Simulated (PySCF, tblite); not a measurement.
# C₄H₁₂Ge₂: geometry, infrared bands and NMR shifts

Wanted: the infrared bands and NMR shifts of C₄H₁₂Ge₂ (`[GeH3][CH2][GeH2][CH]1CC1`), by calculation.

The runs use tblite 0.8.0 and PySCF 2.14.0, with density-fitted response routines of our own; the level of theory stands in each step. All values are computed, except where a source is named. Atoms are numbered from 0 throughout.

### Step 1. The starting structure

18 atoms, charge 0, multiplicity 1; geometry from: force field or distance geometry start.

Bonds of the start (Å): Ge0–C1 1.93, C1–Ge2 1.96, Ge2–C3 1.96, C3–C4 1.51, C4–C5 1.51, C5–C3 1.51, Ge0–H6 1.56, Ge0–H7 1.56, Ge0–H8 1.55, C1–H9 1.10, C1–H10 1.12, Ge2–H11 1.55, Ge2–H12 1.54, C3–H13 1.11, C4–H14 1.11, C4–H15 1.11, C5–H16 1.12, C5–H17 1.11.

### Step 2. Optimising the geometry with GFN2-xTB

What the job is given:

```
{"job": {"kind": "relax", "xc": "GFN2-xTB", "basis": "xTB"}, "charge": 0, "multiplicity": 1}
Ge    -2.368600     0.174600    -0.645000
C     -1.482500    -1.463900    -0.140600
Ge     0.137900    -1.050800     0.884300
C      1.374200    -0.043800    -0.255400
C      1.230500     1.456100    -0.147800
C      2.392200     0.761400     0.524600
H     -3.699000    -0.162800    -1.379100
H     -2.677000     1.017700     0.629300
H     -1.455700     0.989100    -1.590600
H     -1.207000    -2.040800    -1.036600
H     -2.161000    -2.080200     0.496200
H     -0.255300    -0.209500     2.128200
H      0.797300    -2.363900     1.348900
H      1.724200    -0.442600    -1.229900
H      0.451900     1.840700     0.547500
H      1.506900     2.003300    -1.070000
H      2.314900     0.729800     1.637700
H      3.367500     0.891700     0.006700
```

Command:

```console
$ OMP_NUM_THREADS=1 python probes_run.py task.json out
```

This one command runs all jobs of the session in turn.

**Question.** This job is followed by: GFN2-xTB harmonic vibrations, gas phase; GIAO PBE0/pcSseg-1 NMR shielding, non-relativistic, gas phase. What will the session give for the following? strongest single infrared mode (GFN2-xTB); zero-point energy (GFN2-xTB); 13C shifts against TMS (PBE0/pcSseg-1, means over atoms taken as alike); 1H shifts against TMS (PBE0/pcSseg-1, means over atoms taken as alike); 73Ge shifts against GeMe4 (PBE0/pcSseg-1); surface potential, 1st and 99th percentile.

As calculated:

| quantity | value |
| --- | --- |
| strongest single infrared mode (GFN2-xTB) | 2055 cm⁻¹, 499 km/mol |
| zero-point energy (GFN2-xTB) | 83.6 kcal/mol |
| 13C shifts against TMS (PBE0/pcSseg-1, means over atoms taken as alike) | 4.4, -3.0, -9.8 ppm |
| 1H shifts against TMS (PBE0/pcSseg-1, means over atoms taken as alike) | 3.88, 3.68, 0.72, 0.25, 0.14, -0.09 ppm |
| 73Ge shifts against GeMe4 (PBE0/pcSseg-1) | -90, -229 ppm |
| surface potential, 1st and 99th percentile | -0.36 V and 0.80 V |

In words: Relaxing lowered the energy by 0.362 eV in 77 steps; the close pair that moved most is Ge0–H7, from 1.559 to 1.494 Å. No mode is imaginary among the 48: a minimum at this level. The strongest single mode, at 2055 cm⁻¹, moves mainly H7 and H6. GFN2-xTB is a fitted tight-binding method: band positions and strengths are rough. Its intensities can rank the bands wrongly. At PBE0/pcSseg-1: The largest span, 234 ppm, is at Ge2, where the paramagnetic term is -1334 ppm. Spin-orbit coupling is left out, which matters for shieldings and couplings at and beside the heavy atoms.
